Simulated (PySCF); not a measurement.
# A diatomic session: InSe

One table from this session's results is given with a row withheld; the runs are named, their logs left out.

Program: PySCF 2.14.0. Level of theory: In x2c-TZVPPall, Se x2c-TZVPPall, spin-free X2C with a Gaussian nucleus. These are calculated values, not measurements.

The first run:

A driver script around PySCF takes these settings:

| Property | Result |
| --- | --- |
| atoms | In, Se |
| charge | 0 |
| basis | In x2c-TZVPPall, Se x2c-TZVPPall |
| Hamiltonian | spin-free X2C with a Gaussian nucleus |
| basis functions | 108 |
| electrons treated | 83 |
| masses in u | 114.9039, 79.9165 |
| levels | PBE0, PBE, r²SCAN, PBEsol, BHandHLYP, B97-3, B3LYP, ωB97X-V, HF, MP2, SCS-MP2, CCSD, CCSD(T) |
| grid | 80 radial by 434 angular points |
| occupations | held fixed by the projection of orbital angular momentum |
| dissociation limit | In + Se, each in its ground configuration |
| starting distance in angstrom | 2.505 |
| values of 2S to try | 1, 3 |

Started as:

```
> OMP_NUM_THREADS=2 python dia.py task.json out
```

Among the steps run: Set-up; First curve: PBE0; Other states along the same grid; PBE (GGA); r²SCAN (meta-GGA); PBEsol; BHandHLYP; B97-3 (global hybrid GGA); B3LYP (global hybrid GGA); ωB97X-V; UHF; Adding correlation.

One table of the session follows, with a row left open; its other results are not shown here.

It belongs to the step «The curves together». Energy (eV) from each level's lowest point:

```
R (Å)    UHF  UHF-MP2  UHF-SCS-MP2  UHF-CCSD  UHF-CCSD(T)
2.061  1.273    0.980        1.081       n/a          n/a
2.157  0.599    0.375        0.447     0.492        0.485
2.253  0.228    0.079        0.121     0.154        0.146
2.325  0.083    0.000        0.019     0.036        0.031
2.397  0.015    0.004        0.000     0.000        0.000
2.469  0.000    0.064        0.036     0.022        0.028
2.565      ?        ?            ?         ?            ?
2.685  0.149    0.402        0.315     0.285        0.312
2.829  0.336    0.678        0.563     0.536        0.575
3.020  0.627    1.055        0.913       n/a          n/a
```

Q: Estimate the row for R (Å) = 2.565 from the others.

Worked estimate for «UHF». A straight line through the neighbours (2.469, 0.000) and (2.685, 0.149) gives 0.000 + (0.149 − 0.000) × (2.565 − 2.469) / (2.685 − 2.469) = 0.066; a parabola fitted to 4 rows on both sides gives 0.045.

**Answer.** UHF: 0.039; UHF-MP2: 0.195; UHF-SCS-MP2: 0.139; UHF-CCSD: 0.113; UHF-CCSD(T): 0.128. In «UHF» the line misses by +0.027 and the parabola by +0.006.
